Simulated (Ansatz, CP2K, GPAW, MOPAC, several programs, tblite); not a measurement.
# What cheap methods get right for CuF

How much accuracy does each second buy? CuF is computed with 8 methods, from the cheapest up to r2SCAN.

Program: tblite, CP2K, GPAW, Ansatz (versions at each run). Level of theory: no spin polarisation, static lattice; gaps from single points on the cell relaxed beforehand with r²SCAN. These are calculated values, not measurements.

### 1 The structure to begin with

It takes space group Pm-3m (No. 221, cubic). The conventional cell has a = 2.738 Å, b = 2.738 Å, c = 2.738 Å, α = 90.00°, β = 90.00°, γ = 90.00°. Cu (site symmetry m-3m) has 8 F at 2.37 Å as nearest neighbours. F (site symmetry m-3m) is surrounded by 8 Cu at 2.37 Å.

As a file:

```xyz
2
Lattice="2.7385 0.0000 0.0000 0.0000 2.7385 0.0000 0.0000 0.0000 2.7385" Properties=species:S:1:pos:R:3 pbc="T T T"
Cu    0.0000    0.0000    0.0000
F     1.3692    1.3692    1.3692
```

The structure type (CsCl) is imposed and need not be the compound's stable one.

**Question.** The methods are GFN1-xTB (tblite), GFN2-xTB (tblite), PBE/DZVP, PBE/single-zeta, PBE/SZV, coarse PBE, PBE, r2SCAN. What gap does r2SCAN give on this cell, and which other methods (full PBE left aside) come nearest to r2SCAN and farthest in gap, volume and bulk modulus?

```
                                               quantity                                                                                                                value
                                                 r2SCAN                                                                                    no gap, 10.27 Å³/atom, B₀ 114 GPa
         gap: nearest and farthest of the other methods  GFN2-xTB (tblite), PBE/DZVP, PBE/single-zeta, PBE/SZV, coarse PBE (about 0.00 eV off); GFN1-xTB (tblite) (+0.17 eV)
      volume: nearest and farthest of the other methods                                                                        GFN2-xTB (tblite) (-1.7 %), PBE/SZV (+12.0 %)
bulk modulus: nearest and farthest of the other methods                                                                            GFN1-xTB (tblite) (-0 %), PBE/SZV (-18 %)
```

In words: For the gap (full PBE left aside), GFN2-xTB (tblite), PBE/DZVP, PBE/single-zeta, PBE/SZV, coarse PBE tie for nearest to r2SCAN; GFN1-xTB (tblite) is farthest. Among the 4 methods compared for the volume (full PBE left aside), GFN2-xTB (tblite) is nearest to r2SCAN and PBE/SZV farthest. For the bulk modulus, of the 4 methods compared (full PBE left aside), GFN1-xTB (tblite) comes nearest to r2SCAN and PBE/SZV is farthest. A minimal basis or a coarse cutoff and mesh shifts results by its own error, so closeness to r2SCAN can be chance. Cluster runs see only the k-points that fold onto the zone centre, so their gaps can miss the band edges. No volume is given for PBE/single-zeta, coarse PBE, which can hide a larger miss. The crystal is layered or molecular; volumes and moduli at fixed shape hide how each method binds the layers. Overlaps count as a gap of zero in the misses; they are PBE/DZVP -0.43, PBE/single-zeta -0.75, PBE/SZV -0.44, coarse PBE -0.32, PBE -0.37, r2SCAN -0.41 eV. CPU times run from 0.68 s (coarse PBE) to 38 s (PBE/DZVP). On this cell GFN1-xTB (tblite), GFN2-xTB (tblite), PBE/DZVP, PBE/SZV cost more than r2SCAN itself (3.7 s), so they are no saving here. GFN1-xTB (tblite) disagrees with r2SCAN even on whether there is a gap. Semilocal functionals can close a small real gap, so r2SCAN's «no gap» may be its own error. r2SCAN is a yardstick, not the truth.
